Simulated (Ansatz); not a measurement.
## CH6AlNS, SMILES [AlH2][NH]CS: a rigid scan of one bond length, step by step

Computed with the Ansatz DFT code, driven from Python.

Run as a notebook:

**Cell 1**
```python
import ansatz as az
import numpy as np
```

**Cell 2**
```python
molecule = (
    az.Crystal.molecule()
    .atom("Al", [-0.8556, 1.4937, -0.1579])
    .atom("N", [-0.6281, -0.2608, 0.4737])
    .atom("C", [0.7244, -0.704, 0.2769])
    .atom("S", [1.1063, -1.2257, -1.4336])
    .atom("H", [-0.6575, 1.8708, -1.7283])
    .atom("H", [-1.3623, 2.7022, 0.84])
    .atom("H", [-0.7867, -0.2208, 1.5064])
    .atom("H", [0.9899, -1.5618, 0.9435])
    .atom("H", [1.4882, 0.1077, 0.6061])
    .atom("H", [0.0643, -2.2524, -1.3238])
)

symbols = [site.symbol for site in molecule.cartesian_sites]
start = np.array([site.position_ang for site in molecule.cartesian_sites])
axis = (start[0] - start[1]) / np.linalg.norm(start[0] - start[1])
moving = [0, 4, 5]
lengths, energies = [1.653, 1.728, 1.803, 1.879, 1.954, 2.029, 2.104, 2.217], []
for length in lengths:
    xyz = start.copy()
    xyz[moving] += (length - np.linalg.norm(start[0] - start[1])) * axis
    point = az.Crystal.molecule()
    for symbol, place in zip(symbols, xyz):
        point = point.atom(symbol, place.tolist())
    calculation = (
        point.calculation()
        .basis(gaussian="def2-SVP")  # the orbital basis, by name
        .correlation("mp2")
    )
    summary = calculation.run(threads=1, backend="cpu").report
    energies.append(summary["free_energy_ev"])
    print(f"r = {length:6.3f} A  E = {energies[-1]:.5f} eV  <S^2> = {abs(summary['mean_field']['state']['spin_squared']):.3f}")
```
Output:
```text
r =  1.653 A  E = -20012.78820 eV  <S^2> = 0.000
r =  1.728 A  E = -20013.10577 eV  <S^2> = 0.000
r =  1.803 A  E = -20013.23401 eV  <S^2> = 0.000
r =  1.879 A  E = -20013.22656 eV  <S^2> = 0.000
r =  1.954 A  E = -20013.12376 eV  <S^2> = 0.000
r =  2.029 A  E = -20012.95536 eV  <S^2> = 0.000
r =  2.104 A  E = -20012.74274 eV  <S^2> = 0.000
r =  2.217 A  E = -20012.37281 eV  <S^2> = 0.000
```

**Cell 3**
```python
# quartic fit about the minimum
fit = np.polynomial.Polynomial.fit(lengths, np.array(energies) - min(energies), 4).convert()
roots = [r.real for r in fit.deriv().roots() if abs(r.imag) < 1e-9 and fit.deriv(2)(r.real) > 0]
r_e = min(roots, key=lambda r: abs(r - lengths[int(np.argmin(energies))]))
print(f"minimum of the fit at {r_e:.4f} A, force constant {fit.deriv(2)(r_e):.2f} eV/A^2")
```
Output:
```text
minimum of the fit at 1.8351 A, force constant 20.91 eV/A^2
```

What to keep in mind:
- Total energies depend on the basis set; only differences at equal settings carry meaning.
- The rest of the molecule is held rigid at a force-field or estimated start geometry, and the basis set is modest; single-reference methods fail as a bond breaks.
- The orbitals are restricted, so S² is zero by construction.
- S² is that of the Hartree-Fock reference.
- It ran for 10 s on 1 thread of Arm Neoverse V1 (shared host), peak memory 0.23 GiB.
